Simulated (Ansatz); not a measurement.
**In under changes of volume**

One of the cells (26.419 Å³/atom); the others are scaled copies at fixed shape and fractional positions:

```xyz
3
Lattice="1.6696 0.9640 8.2075 -1.6696 0.9640 8.2075 0.0000 -1.9279 8.2075" Properties=species:S:1:pos:R:3 pbc="T T T"
In    0.0000    0.0000    5.4659
In    0.0000    0.0000   19.1565
In    0.0000    0.0000    0.0000
```

This isn't the form of In at room conditions, which is tetragonal.

* Program: Ansatz 0.2.0
* Functional: PBEsol
* Potentials or basis: all-electron LAPW, scalar-relativistic
* Cutoff: 167 eV (chosen from the basis error)
* Basis error allowed: 0.001 eV/atom
* k mesh: 9 × 9 × 9
* Occupations: fermi-dirac, width 0.05 eV
* Spin: no spin polarisation

```csv
volume (Å³/atom),energy over the lowest point (meV/atom),pressure (GPa),largest force (eV/Å)
24.834,4.10,1.6,0.002
25.363,0.46,0.6,0.010
25.891,0.00,-0.3,0.017
26.419,2.37,-1.1,0.024
26.948,7.24,-1.8,0.030
27.476,14.31,-2.4,0.035
28.005,?,?,?
```

Problem. What does the run at 28.005 Å³/atom give?

Solution. Energy over the lowest point 23.34 meV/atom; pressure -3.0 GPa; largest force 0.040 eV/Å.

Worked out: A Birch-Murnaghan fit of order 3 (a polynomial in V^(-2/3)) to the other rows has its minimum at 25.71 Å³/atom with B0 = V·E''(V) = 43 GPa and B' = 4.9 at fixed shape and positions, which overstates the stiffness. It gives 23.35 meV/atom at 28.005 Å³/atom, against the run's 23.34, and -dE/dV = -3.0 GPa, against -3.0.

Energies are extrapolated to zero smearing.
